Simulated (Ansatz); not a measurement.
This script makes a frozen displacement of one atom of HfBe5, space group P6/mmm with Ansatz 0.2.0, Python API.

The script reads `hfbe5.xyz`:
```text
6
Lattice="4.51940234 0.0 0.0 -2.25970117 3.91391724 0.0 0.0 0.0 3.43969043" Properties=species:S:1:pos:R:3 pbc="T T T"
Hf    0.00000000    0.00000000    0.00000000
Be   -0.00000002    2.60927817    0.00000000
Be    2.25970119    1.30463907    0.00000000
Be    2.25970117    0.00000000    1.71984522
Be    1.12985059    1.95695862    1.71984522
Be   -1.12985059    1.95695862    1.71984522
```

The script, `push_hfbe5.py`:
```python
"""Energy and force of HfBe5 as one atom is pushed off its site."""

from dataclasses import dataclass

import ansatz as az
import numpy as np


@dataclass(frozen=True)
class RunConfig:
    kmesh: tuple[int, ...] = (6, 6, 7)
    smearing: str = "fermi_dirac"


cfg = RunConfig()

crystal = az.Crystal.from_extxyz("hfbe5.xyz")

inverse = np.linalg.inv(np.array(crystal.lattice.vectors))
home = np.array(crystal.sites[5].position)
values = np.linspace(-0.02, 0.02, 5)
energies, pulls = [], []
for shift in values:
    moved = crystal.move(5, to=home + shift * inverse[1])
    model = (
        moved.calculation()
        .kpoints(mesh=cfg.kmesh)
        .functional(az.Functional.PBESOL)
        .occupations(cfg.smearing, width=50 * az.meV)
        .forces()
    )
    data = model.run(threads=1).report
    energies.append(data["free_energy_ev"])
    pulls.append(data["forces_ev_ang"][5][1])

# the force is minus the slope of the free energy
print("shift (A)   dE (eV)   force along y (eV/A)")
for shift, e, f in zip(values, energies, pulls):
    print(f"{shift:8.3f} {e - energies[2]:10.5f} {f:12.4f}")
print(f"stiffness from energies {2 * np.polyfit(values, energies, 2)[0]:.3f}, from forces {-np.polyfit(values, pulls, 1)[0]:.3f} eV/A^2")
```

How stiff is this displacement, and do energies and forces agree?

The curvature of the energy gives 6.856 eV/Å² and the slope of the force 6.857 eV/Å², a positive curvature.

What the script printed:

```console
$ python push_hfbe5.py
DeckWarning: basis.ecutwfc = 420 eV, auto-derived from the records' recommended cutoffs: set by Hf (normal level)
shift (A)   dE (eV)   force along y (eV/A)
  -0.020    0.00137       0.1371
  -0.010    0.00034       0.0686
   0.000    0.00000       0.0000
   0.010    0.00034      -0.0686
   0.020    0.00137      -0.1371
stiffness from energies 6.856, from forces 6.857 eV/A^2
```
(Warnings from the package without file and line.)

What to keep in mind:
- For a metal this k-point mesh is coarse: on a finer one energies can move by several to tens of meV an atom and pressures by half a GPa or more, differences at one mesh by less.
- In a metal a curvature from energy changes of a few meV or less hangs on mesh and smearing, in size and even in sign.
- Spin-orbit coupling, which matters for elements this heavy, is left out.
- The structure comes from a database of computed cells and needn't be a stable or known phase.
- All periodic images of the atom move with it, so the curvature is one diagonal element of the zone-centre force constants and no normal mode; a positive value doesn't exclude soft modes in which several atoms move.
- Finished in 36 s on 1 thread of Intel(R) Xeon(R) Processor @ 2.30GHz, on a shared host, peak memory 0.61 GiB.
